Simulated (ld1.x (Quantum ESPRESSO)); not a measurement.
# Zirconium: generating and testing an RRKJ potential

Do these settings give a usable potential? It is generated, then checked for transferability, scattering, ghosts and hardness.

Program: ld1.x (Quantum ESPRESSO) 7.5. Reference atom: PBE, scalar-relativistic, spherical and spin-unpolarised. All values are calculated.

### 1 Starting point

The settings as typed:

| Property | Result |
| --- | --- |
| element | zirconium (Zr, Z = 40) |
| type | norm-conserving RRKJ (Kleinman–Bylander form) |
| frozen core | [Kr] |
| valence charge | 4 |
| reference configuration | 4d2 5s2 5p0 |
| partial waves | 5s (bound): rc 3.25 bohr; 5p (bound, empty): rc 3.25 bohr; 4d (bound): rc 1.55 bohr |
| local potential | the d channel |
| core correction | a·sin(br)/r model core, default radius (core density twice the valence density) |

The nodes and maxima of the atom's own shells, from an earlier all-electron run, set the scale for the radii.

All-electron outer shells of the reference configuration (PBE, scalar-relativistic, ld1.x):

| shell | level (eV) | outermost node (bohr) | outermost maximum (bohr) |
| --- | --- | --- | --- |
| 4s | -54.50 | 0.55 | 1.08 |
| 4p | -32.46 | 0.56 | 1.17 |
| 5s | -4.44 | 1.47 | 3.15 |
| 4d | -3.60 | 0.58 | 1.59 |
| 5p | -1.47 | 1.70 | 4.15 |

### 2 The generation run

Zr.in reads:

```
 &input
   title='Zr', zed=40., rel=1, dft='PBE', iswitch=3,
   config='[Kr] 4d2 5s2 5p0',
   nld=3, rlderiv=3.55, eminld=-2.0, emaxld=5.0, deld=0.02
 /
 &inputp
   pseudotype=2, tm=.false., rho0=0.005, lloc=2,
   nlcc=.true.,
   file_pseudopw='Zr.UPF', file_wfcaegen='ae.wfc', file_wfcncgen='nc.wfc', file_beta='beta', file_chi='chi'
 /
3
5S  1  0   2.00   0.00  3.25  3.25  0.0
5P  2  1   0.00   0.00  3.25  3.25  0.0
4D  3  2   2.00   0.00  1.55  1.55  0.0
 &test
   configts(1)='4d2 5s2 5p0'
 /
```

The run is started by

```console
$ ld1.x < Zr.in > Zr.out
```

Output in Zr.out (without the banner and most projector matrices):

```text
     Program LD1 v.7.5
     --------------------------- All-electron run ----------------------------

     Zr
     scalar relativistic calculation

     atomic number is 40.00
     dft =PBE   lsd =0 sic =0 latt =0  beta=0.20 tr2=1.0E-14
     Exchange-correlation= PBE
                           (   1   4   3   4   0   0   0)
     mesh =1225 r(mesh) = 100.59681 a.u. xmin = -7.00 dx = 0.01250
     1 Ry =  13.60569312 eV, c = 137.03599908

     n l     nl                  e(Ry)          e(Ha)          e(eV)
     1 0     1S 1( 2.00)     -1310.1237      -655.0619    -17825.1411
     2 0     2S 1( 2.00)      -181.5303       -90.7651     -2469.8452
     2 1     2P 1( 6.00)      -161.8775       -80.9388     -2202.4559
     3 0     3S 1( 2.00)       -29.7501       -14.8750      -404.7707
     3 1     3P 1( 6.00)       -23.3474       -11.6737      -317.6579
     4 0     4S 1( 2.00)        -4.0060        -2.0030       -54.5045
     4 1     4P 1( 6.00)        -2.3859        -1.1929       -32.4614
     3 2     3D 1(10.00)       -12.8408        -6.4204      -174.7080
     4 2     4D 1( 2.00)        -0.2645        -0.1323        -3.5989
     5 0     5S 1( 2.00)        -0.3263        -0.1631        -4.4392
     5 1     5P 1( 0.00)        -0.1080        -0.0540        -1.4693

     final scf error:  3.8E-15 reached in  25 iterations

     Etot =   -7197.066779 Ry,   -3598.533389 Ha,  -97921.081979 eV

     Ekin =    7400.180090 Ry,    3700.090045 Ha,  100684.579354 eV
     Encl =  -17329.433663 Ry,   -8664.716831 Ha, -235778.956414 eV
     Eh   =    2959.970718 Ry,    1479.985359 Ha,   40272.453242 eV
     Exc  =    -227.783923 Ry,    -113.891962 Ha,   -3099.158161 eV

     normalization and overlap integrals

     s(1S/1S) =  1.000000  <r> =   0.0371  <r2> =    0.0019  r(max) =   0.0241
     s(2S/2S) =  1.000000  <r> =   0.1626  <r2> =    0.0312  r(max) =   0.1368
     s(2P/2P) =  1.000000  <r> =   0.1417  <r2> =    0.0245  r(max) =   0.1093
     s(3S/3S) =  1.000000  <r> =   0.4585  <r2> =    0.2410  r(max) =   0.4060
     s(3P/3P) =  1.000000  <r> =   0.4621  <r2> =    0.2489  r(max) =   0.4010
     s(4S/4S) =  1.000000  <r> =   1.2129  <r2> =    1.6687  r(max) =   1.0764
     s(4P/4P) =  1.000000  <r> =   1.3687  <r2> =    2.1516  r(max) =   1.1748
     s(3D/3D) =  1.000000  <r> =   0.4525  <r2> =    0.2477  r(max) =   0.3495
     s(4D/4D) =  1.000000  <r> =   2.2977  <r2> =    6.6283  r(max) =   1.5859
     s(5S/5S) =  1.000000  <r> =   3.7281  <r2> =   15.8828  r(max) =   3.1538
     s(5P/5P) =  1.000000  <r> =   5.1644  <r2> =   31.0604  r(max) =   4.1521

     ------------------------ End of All-electron run ------------------------

     --------------------- Generating NC pseudopotential ---------------------

      Generating local pot.: lloc=2, matching radius rcloc =   1.5500

      Computing core charge for nlcc:

       r > 1.99 : true rho core
       r < 1.99 : rho core = a sin(br)/r    a=   2.35  b=   1.35

      Integrated core pseudo-charge :   4.44

      Wfc   5S  rcut= 3.274  Estimated cut-off energy=        4.20 Ry
      Using 4 Bessel functions for this wfc, rho(0) = 0.005
      This function has    0 nodes for 0 < r <    3.274

      Wfc   5P  rcut= 3.274  Estimated cut-off energy=       15.85 Ry
      This function has    0 nodes for 0 < r <    3.274

     ------------------- End of pseudopotential generation -------------------

     [... the all-electron block is printed once more ...]


     Computing logarithmic derivative in   3.55157
     Computing logarithmic derivative in   3.55157
     Computing the partial wave expansion
     R is outside the sphere for l=    0 j= 0.00
     R is outside the sphere for l=    1 j= 0.00
       no projector for channel:   2

     ---------------------- Testing the pseudopotential ----------------------

     Zr
     scalar relativistic calculation

     atomic number is 40.00   valence charge is  4.00
     dft =PBE   lsd =0 sic =0 latt =0  beta=0.20 tr2=1.0E-14
     mesh =1225 r(mesh) = 100.59681 xmin = -7.00 dx = 0.01250

     n l     nl             e AE (Ry)        e PS (Ry)    De AE-PS (Ry)
     3 2     4D   1( 2.00)       -0.26451       -0.26450       -0.00001
     1 0     5S   1( 2.00)       -0.32628       -0.32628        0.00000
     2 1     5P   1( 0.00)       -0.10799       -0.10799        0.00000

     eps = 7.8E-15  iter = 13

     Etot =   -7197.066779 Ry,   -3598.533389 Ha,  -97921.081979 eV
     Etotps =    -9.297238 Ry,      -4.648619 Ha,    -126.495373 eV

     Ekin =       5.800352 Ry,       2.900176 Ha,      78.917809 eV
     Encl =     -14.669523 Ry,      -7.334761 Ha,    -199.589024 eV
     Ehrt =       4.819393 Ry,       2.409697 Ha,      65.571189 eV
     Ecxc =      -5.916901 Ry,      -2.958451 Ha,     -80.503542 eV
     (Ecc =      -3.570306 Ry,      -1.785153 Ha,     -48.576494 eV)
     Epseu=       0.669440 Ry,       0.334720 Ha,       9.108196 eV

     ---------------------- End of pseudopotential test ----------------------
```

It took 2.1 s on 1 thread of Neoverse-V1, shared host. (Generation and the later configuration tests together.)

All-electron and pseudo partial waves u(r) = r·R(r), from the program's wave files:

```tsv
r (bohr)	5p AE	5p PS
0.163	-0.0077	0.0011
0.325	0.1142	0.0046
0.488	0.0472	0.0104
0.650	-0.0712	0.0187
0.813	-0.1585	0.0298
0.975	-0.1954	0.0437
1.138	-0.1886	0.0606
1.300	-0.1512	0.0806
1.463	-0.0951	0.1037
1.625	-0.0306	0.1297
1.788	0.0366	0.1585
1.950	0.1015	0.1894
2.113	0.1628	0.2222
2.275	0.2183	0.2559
2.438	0.2683	0.2899
2.600	0.3120	0.3231
2.763	0.3501	0.3548
2.925	0.3825	0.3839
3.088	0.4097	0.4099
3.250	0.4317	0.4317
3.413	0.4492	0.4492
3.575	0.4623	0.4623
3.738	0.4716	0.4716
3.900	0.4773	0.4773
4.063	0.4799	0.4799
4.225	0.4797	0.4797
```

### 3 Transferability test

Zr.test.in reads:

```
 &input
   title='Zr', zed=40., rel=1, dft='PBE', iswitch=2,
   config='[Kr] 4d2 5s2 5p0'
 /
 &test
   file_pseudo='Zr.UPF', nconf=8,
   configts(1)='4d2 5s2 5p0',
   configts(2)='4d2 5s1 5p0',
   configts(3)='4d2 5s0 5p0',
   configts(4)='4d1 5s0 5p0',
   configts(5)='4d2.5 5s1.5 5p0',
   configts(6)='4d3 5s0 5p0',
   configts(7)='4d1 5s2 5p0',
   configts(8)='4d2 5s1 5p1'
 /
```

The run is started by

```console
$ ld1.x < Zr.test.in > Zr.test.out
```

Zr.test.out, the pseudopotential blocks, each with the warnings that came before it:

```text
     ---------------------- Testing the pseudopotential ----------------------

     Zr
     scalar relativistic calculation

     atomic number is 40.00   valence charge is  4.00
     dft =PBE   lsd =0 sic =0 latt =0  beta=0.20 tr2=1.0E-14
     mesh =1225 r(mesh) = 100.59681 xmin = -7.00 dx = 0.01250

     n l     nl             e AE (Ry)        e PS (Ry)    De AE-PS (Ry)
     3 2     4D   1( 2.00)       -0.26451       -0.26450       -0.00001
     1 0     5S   1( 2.00)       -0.32628       -0.32628        0.00000
     2 1     5P   1( 0.00)       -0.10799       -0.10799       -0.00000

     eps = 7.6E-15  iter = 12

     Etot =   -7197.066779 Ry,   -3598.533389 Ha,  -97921.081979 eV
     Etotps =    -9.297239 Ry,      -4.648619 Ha,    -126.495374 eV

     Ekin =       5.800352 Ry,       2.900176 Ha,      78.917808 eV
     Encl =     -14.669523 Ry,      -7.334761 Ha,    -199.589028 eV
     Ehrt =       4.819394 Ry,       2.409697 Ha,      65.571190 eV
     Ecxc =      -5.916901 Ry,      -2.958451 Ha,     -80.503543 eV
     (Ecc =      -3.570306 Ry,      -1.785153 Ha,     -48.576494 eV)
     Epseu=       0.669440 Ry,       0.334720 Ha,       9.108198 eV

     ---------------------- End of pseudopotential test ----------------------

     Warning: n=2, l=1 expected 0 nodes, found 1
     ---------------------- Testing the pseudopotential ----------------------

     Zr
     scalar relativistic calculation

     atomic number is 40.00   valence charge is  4.00
     dft =PBE   lsd =0 sic =0 latt =0  beta=0.20 tr2=1.0E-14
     mesh =1225 r(mesh) = 100.59681 xmin = -7.00 dx = 0.01250

     n l     nl             e AE (Ry)        e PS (Ry)    De AE-PS (Ry)
     3 2     4D   1( 2.00)       -0.73368       -0.73190       -0.00178
     1 0     5S   1( 1.00)       -0.73090       -0.73159        0.00069
     2 1     5P   1( 0.00)       -0.46021       -0.48215        0.02194  !

     eps = 5.1E-15  iter =  8

     Etot =   -7196.542213 Ry,   -3598.271106 Ha,  -97913.944892 eV
     Etotps =    -8.772330 Ry,      -4.386165 Ha,    -119.353633 eV
     dEtot_ae =       0.524566 Ry
     dEtot_ps =       0.524908 Ry,   Delta E=      -0.000342 Ry

     Ekin =       6.063195 Ry,       3.031598 Ha,      82.493972 eV
     Encl =     -12.834051 Ry,      -6.417026 Ha,    -174.616161 eV
     Ehrt =       3.178562 Ry,       1.589281 Ha,      43.246538 eV
     Ecxc =      -5.610704 Ry,      -2.805352 Ha,     -76.337522 eV
     (Ecc =      -3.570306 Ry,      -1.785153 Ha,     -48.576494 eV)
     Epseu=       0.430668 Ry,       0.215334 Ha,       5.859540 eV

     ---------------------- End of pseudopotential test ----------------------

     ---------------------- Testing the pseudopotential ----------------------

     Zr
     scalar relativistic calculation

     atomic number is 40.00   valence charge is  4.00
     dft =PBE   lsd =0 sic =0 latt =0  beta=0.20 tr2=1.0E-14
     mesh =1225 r(mesh) = 100.59681 xmin = -7.00 dx = 0.01250

     n l     nl             e AE (Ry)        e PS (Ry)    De AE-PS (Ry)
     3 2     4D   1( 2.00)       -1.27152       -1.27079       -0.00073
     1 0     5S   1( 0.00)       -1.17881       -1.18214        0.00334
     2 1     5P   1( 0.00)       -0.85757       -1.05298        0.19541  !

     eps = 2.1E-15  iter =  7

     Etot =   -7195.591120 Ry,   -3597.795560 Ha,  -97901.004620 eV
     Etotps =    -7.819353 Ry,      -3.909677 Ha,    -106.387718 eV
     dEtot_ae =       1.475659 Ry
     dEtot_ps =       1.477885 Ry,   Delta E=      -0.002227 Ry

     Ekin =       6.286369 Ry,       3.143184 Ha,      85.530404 eV
     Encl =     -10.626106 Ry,      -5.313053 Ha,    -144.575531 eV
     Ehrt =       1.797712 Ry,       0.898856 Ha,      24.459113 eV
     Ecxc =      -5.277328 Ry,      -2.638664 Ha,     -71.801704 eV
     (Ecc =      -3.570306 Ry,      -1.785153 Ha,     -48.576494 eV)

     ---------------------- End of pseudopotential test ----------------------

     ---------------------- Testing the pseudopotential ----------------------

     Zr
     scalar relativistic calculation

     atomic number is 40.00   valence charge is  4.00
     dft =PBE   lsd =0 sic =0 latt =0  beta=0.20 tr2=1.0E-14
     mesh =1225 r(mesh) = 100.59681 xmin = -7.00 dx = 0.01250

     n l     nl             e AE (Ry)        e PS (Ry)    De AE-PS (Ry)
     3 2     4D   1( 1.00)       -2.07285       -2.10499        0.03213  !
     1 0     5S   1( 0.00)       -1.78561       -1.79938        0.01377  !
     2 1     5P   1( 0.00)       -1.39421       -1.39421        0.00000

     eps = 6.5E-15  iter =  6

     Etot =   -7193.928092 Ry,   -3596.964046 Ha,  -97878.377969 eV
     Etotps =    -6.142627 Ry,      -3.071313 Ha,     -83.574694 eV
     dEtot_ae =       3.138687 Ry
     dEtot_ps =       3.154612 Ry,   Delta E=      -0.015925 Ry

     Ekin =       3.652989 Ry,       1.826495 Ha,      49.701448 eV
     Encl =      -5.808156 Ry,      -2.904078 Ha,     -79.023983 eV
     Ehrt =       0.493717 Ry,       0.246859 Ha,       6.717365 eV
     Ecxc =      -4.481177 Ry,      -2.240589 Ha,     -60.969525 eV
     (Ecc =      -3.570306 Ry,      -1.785153 Ha,     -48.576494 eV)

     ---------------------- End of pseudopotential test ----------------------

     ---------------------- Testing the pseudopotential ----------------------

     Zr
     scalar relativistic calculation

     atomic number is 40.00   valence charge is  4.00
     dft =PBE   lsd =0 sic =0 latt =0  beta=0.20 tr2=1.0E-14
     mesh =1225 r(mesh) = 100.59681 xmin = -7.00 dx = 0.01250

     n l     nl             e AE (Ry)        e PS (Ry)    De AE-PS (Ry)
     3 2     4D   1( 2.50)       -0.21388       -0.21062       -0.00326
     1 0     5S   1( 1.50)       -0.30267       -0.30421        0.00154
     2 1     5P   1( 0.00)       -0.09608       -0.09765        0.00157

     eps = 2.8E-15  iter =  9

     Etot =   -7197.029014 Ry,   -3598.514507 Ha,  -97920.568163 eV
     Etotps =    -9.258098 Ry,      -4.629049 Ha,    -125.962843 eV
     dEtot_ae =       0.037765 Ry
     dEtot_ps =       0.039140 Ry,   Delta E=      -0.001376 Ry

     Ekin =       6.612193 Ry,       3.306096 Ha,      89.963463 eV
     Encl =     -15.285181 Ry,      -7.642591 Ha,    -207.965484 eV
     Ehrt =       4.972478 Ry,       2.486239 Ha,      67.654016 eV
     Ecxc =      -6.022093 Ry,      -3.011046 Ha,     -81.934746 eV
     (Ecc =      -3.570306 Ry,      -1.785153 Ha,     -48.576494 eV)
     Epseu=       0.464505 Ry,       0.232252 Ha,       6.319907 eV

     ---------------------- End of pseudopotential test ----------------------

     ---------------------- Testing the pseudopotential ----------------------

     Zr
     scalar relativistic calculation

     atomic number is 40.00   valence charge is  4.00
     dft =PBE   lsd =0 sic =0 latt =0  beta=0.20 tr2=1.0E-14
     mesh =1225 r(mesh) = 100.59681 xmin = -7.00 dx = 0.01250

     n l     nl             e AE (Ry)        e PS (Ry)    De AE-PS (Ry)
     3 2     4D   1( 3.00)       -0.59945       -0.59100       -0.00845  !
     1 0     5S   1( 0.00)       -0.65674       -0.66120        0.00446
     2 1     5P   1( 0.00)       -0.40744       -0.41325        0.00581  !

     eps = 3.4E-15  iter = 10

     Etot =   -7196.514013 Ry,   -3598.257007 Ha,  -97913.561222 eV
     Etotps =    -8.735564 Ry,      -4.367782 Ha,    -118.853402 eV
     dEtot_ae =       0.552765 Ry
     dEtot_ps =       0.561675 Ry,   Delta E=      -0.008909 Ry

     Ekin =       7.841760 Ry,       3.920880 Ha,     106.692578 eV
     Encl =     -14.256726 Ry,      -7.128363 Ha,    -193.972636 eV
     Ehrt =       3.566813 Ry,       1.783406 Ha,      48.528956 eV
     Ecxc =      -5.887411 Ry,      -2.943705 Ha,     -80.102301 eV
     (Ecc =      -3.570306 Ry,      -1.785153 Ha,     -48.576494 eV)

     ---------------------- End of pseudopotential test ----------------------

     ---------------------- Testing the pseudopotential ----------------------

     Zr
     scalar relativistic calculation

     atomic number is 40.00   valence charge is  4.00
     dft =PBE   lsd =0 sic =0 latt =0  beta=0.20 tr2=1.0E-14
     mesh =1225 r(mesh) = 100.59681 xmin = -7.00 dx = 0.01250

     n l     nl             e AE (Ry)        e PS (Ry)    De AE-PS (Ry)
     3 2     4D   1( 1.00)       -0.88850       -0.90513        0.01664  !
     1 0     5S   1( 2.00)       -0.81192       -0.81148       -0.00043
     2 1     5P   1( 0.00)       -0.51719       -0.51719        0.00000

     eps = 2.7E-16  iter =  9

     Etot =   -7196.503510 Ry,   -3598.251755 Ha,  -97913.418318 eV
     Etotps =    -8.727258 Ry,      -4.363629 Ha,    -118.740400 eV
     dEtot_ae =       0.563269 Ry
     dEtot_ps =       0.569980 Ry,   Delta E=      -0.006711 Ry

     Ekin =       3.747733 Ry,       1.873866 Ha,      50.990504 eV
     Encl =     -11.000100 Ry,      -5.500050 Ha,    -149.663989 eV
     Ehrt =       2.818918 Ry,       1.409459 Ha,      38.353328 eV
     Ecxc =      -5.300045 Ry,      -2.650022 Ha,     -72.110780 eV
     (Ecc =      -3.570306 Ry,      -1.785153 Ha,     -48.576494 eV)
     Epseu=       1.006236 Ry,       0.503118 Ha,      13.690536 eV

     ---------------------- End of pseudopotential test ----------------------

     ---------------------- Testing the pseudopotential ----------------------

     Zr
     scalar relativistic calculation

     atomic number is 40.00   valence charge is  4.00
     dft =PBE   lsd =0 sic =0 latt =0  beta=0.20 tr2=1.0E-14
     mesh =1225 r(mesh) = 100.59681 xmin = -7.00 dx = 0.01250

     n l     nl             e AE (Ry)        e PS (Ry)    De AE-PS (Ry)
     3 2     4D   1( 2.00)       -0.34196       -0.34330        0.00134
     1 0     5S   1( 1.00)       -0.37902       -0.37923        0.00021
     2 1     5P   1( 1.00)       -0.15029       -0.15008       -0.00021

     eps = 6.8E-15  iter = 14

     Etot =   -7196.843245 Ry,   -3598.421623 Ha,  -97918.040652 eV
     Etotps =    -9.073498 Ry,      -4.536749 Ha,    -123.451236 eV
     dEtot_ae =       0.223533 Ry
     dEtot_ps =       0.223740 Ry,   Delta E=      -0.000207 Ry

     Ekin =       6.054503 Ry,       3.027252 Ha,      82.375714 eV
     Encl =     -14.317919 Ry,      -7.158960 Ha,    -194.805213 eV
     Ehrt =       4.537053 Ry,       2.268526 Ha,      61.729747 eV
     Ecxc =      -5.829829 Ry,      -2.914914 Ha,     -79.318861 eV
     (Ecc =      -3.570306 Ry,      -1.785153 Ha,     -48.576494 eV)
     Epseu=       0.482693 Ry,       0.241347 Ha,       6.567378 eV

     ---------------------- End of pseudopotential test ----------------------
```

The tests as a table, with energies relative to 4d2 5s2 5p0. A star marks tests that logged a warning. The frozen-core shift comes from a second all-electron run, not shown, with the core orbitals held at their reference shape; it is that run's ΔE less the relaxed one.

| valence configuration | charge | ΔE all-electron (eV) | error AE − PS (meV) | frozen-core shift (meV) |
| --- | --- | --- | --- | --- |
| 4d2 5s1 5p0 * | +1 | 7.137 | -4.7 | +2.9 |
| 4d2 5s0 5p0 | +2 | 20.077 | -30 | +22 |
| 4d1 5s0 5p0 | +3 | 42.704 | -217 | +369 |
| 4d2.5 5s1.5 5p0 | 0 | 0.514 | -19 | +12 |
| 4d3 5s0 5p0 | +1 | 7.521 | -121 | +55 |
| 4d1 5s2 5p0 | +1 | 7.664 | -91 | +96 |
| 4d2 5s1 5p1 | 0 | 3.041 | -2.8 | +1.5 |

### 4 Does it scatter like the atom?

Taken from the files of the generation run. The phase is arctan(r·u′/u) with u = r·R, unwrapped, with energies in Ry. A pole is an energy at which the radial function vanishes at the test radius. The pseudo phase is shifted by a multiple of π to meet the all-electron one at the reference energy. Levels narrower than the energy grid can be missing from the poles. The last column is the largest difference on the grid between −1 and +1 Ry.

```tsv
channel	radius (bohr)	reference (Ry)	poles AE	poles PS	window around the reference with phases within 0.05 rad (Ry)	largest difference near zero (rad)
s	3.55	-0.33	0.71	0.65, 3.22	below 1.3	0.019
p	3.55	-0.11	1.47	-1.38, 1.36	-1.3 to 2.0	0.013
d	3.55	-0.26	-0.06, 2.98	-0.06, 2.97	below 4.9	0.002
```

Phases (rad) along the scan:

```tsv
E (Ry)	s AE	s PS	p AE	p PS
-2.00	1.328	1.327	1.365	4.487
-1.52	1.268	1.266	1.319	4.421
-1.04	1.133	1.130	1.248	1.253
-0.56	0.551	0.548	1.091	1.090
-0.08	-1.132	-1.134	0.451	0.451
0.40	-1.485	-1.493	-1.060	-1.069
0.88	-1.606	-1.625	-1.426	-1.439
1.36	-1.692	-1.748	-1.551	-1.571
1.84	-1.796	-2.100	-1.629	-1.667
2.32	-2.026	-4.265	-1.702	-1.798
2.80	-3.145	-4.617	-1.812	-2.269
3.28	-4.295	-4.723	-2.104	-4.178
3.76	-4.522	-4.802	-3.603	-4.530
4.24	-4.610	-4.915	-4.385	-4.631
4.72	-4.661	-5.273	-4.552	-4.685
```

### 5 Plane-wave convergence, by spherical Bessel functions

A separate test, outside the generator: the pseudo-atom's Hamiltonian at the reference potential is diagonalised in spherical Bessel functions j_l(qr) that vanish at 20 bohr, with q² up to the cutoff.

All-electron valence levels (Ry): 5s -0.3263, 5p -0.1080, 4d -0.2645. The lowest levels of each channel (Ry) by cutoff; the last column sums, over occupied levels, occupation times the distance from the level at 400 Ry. A positive value at high cutoff is not a bound level.

```tsv
cutoff (Ry)	s #1	s #2	p #1	p #2	d #1	f #1	Σ f·Δε (mRy)
8	-2.9260	-0.3186	-0.1080	0.0432	-0.0808	0.1010	382.7
12	-4.0748	-0.3253	-0.6554	-0.1080	-0.1613	0.1010	208.4
18	-4.5617	-0.3263	-1.1606	-0.1080	-0.2296	0.1010	69.8
30	-4.6676	-0.3263	-1.3800	-0.1080	-0.2601	0.1010	8.8
40	-4.6738	-0.3263	-1.3951	-0.1080	-0.2640	0.1010	0.9
50	-4.6739	-0.3263	-1.3968	-0.1080	-0.2645	0.1010	0.1
400	-4.6743	-0.3263	-1.3970	-0.1080	-0.2645	0.1010	0.0
```

The sum stays within 10 mRy from 30 Ry and within 1 mRy from 40 Ry. The sum leaves out empty levels, which can need more. Ghost test: ghost states, bound below the all-electron valence or empty levels of the same l: s at -63.6 eV, p at -19.0 eV.

### 6 Outcome

| quantity | value |
| --- | --- |
| cutoffs for 10 and 1 mRy, occupied levels | 30 Ry and 40 Ry |
| bound ghosts | s at -63.60 eV, p at -19.01 eV |
| largest test error (AE − PS) | -217 meV, for 4d1 5s0 5p0 |
| largest phase difference near zero energy, channels read | 0.019 rad |

**Reading.** It has a bound ghost (s, p), a state that the atom doesn't have, and that rules the file out. By total energies transferability is poor: the largest error is 217 meV on 42.7 eV, for 4d1 5s0 5p0. The potential is soft on the atom at that tolerance: the looser tolerance needs 30 Ry. The slowest occupied level is 4d: taken alone it needs 40 Ry to come within 1 mRy, against 12 Ry for 5s. Near zero energy the phases of the channels with partial waves agree within 0.019 rad. The pseudo curves have a pole with no partner nearby in the atom's: p at -1.38 Ry. These are tests on the free atom; a crystal test is still owed.
